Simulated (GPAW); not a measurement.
Runs of GPAW 26.7.0 on NbTe. Symmetry: Pm-3m, No. 221, cubic system. The conventional cell has a = 3.426 Å, b = 3.426 Å, c = 3.426 Å, α = 90.00°, β = 90.00°, γ = 90.00°. Around Nb (site symmetry m-3m) lie 8 Te at 2.97 Å. Around Te (site symmetry m-3m) lie 8 Nb at 2.97 Å. The cell was built by a generator and needn't be a form met in nature.

```tsv
level	U	pressure (GPa)
PBE+U	Nb d U = 3 eV	3.1
PBE+U	Nb d U = 8 eV	33.1
PBE+U	Nb d U = 5 eV	(b)
PBE+U	Nb d U = 6 eV	16.5
PBE	-	(a)
PBE+U	Nb d U = 4 eV	7.0
PBE+U	Nb d U = 1 eV	-0.2
PBE+U	Nb d U = 2 eV	0.8
```

Alike in all rows: task band structure; potentials or basis GPAW PAW data sets (gpaw-data 1.2.1), pw; no spin polarisation; cell as given; k mesh 8 × 8 × 8; cutoff (eV) 600; smearing fermi-dirac 0.05 eV.

**Question.** Estimate the missing entries.

**Answer.** (a) -1.0; (b) 11.3.

Caveats: U without spin polarisation on a metal has little footing (some runs); the U is typed as a test and isn't derived for this compound (some runs); a pressure of tens of GPa on the cell as given is suspect, and the run, the potentials or the cell itself is likely at fault (some runs).
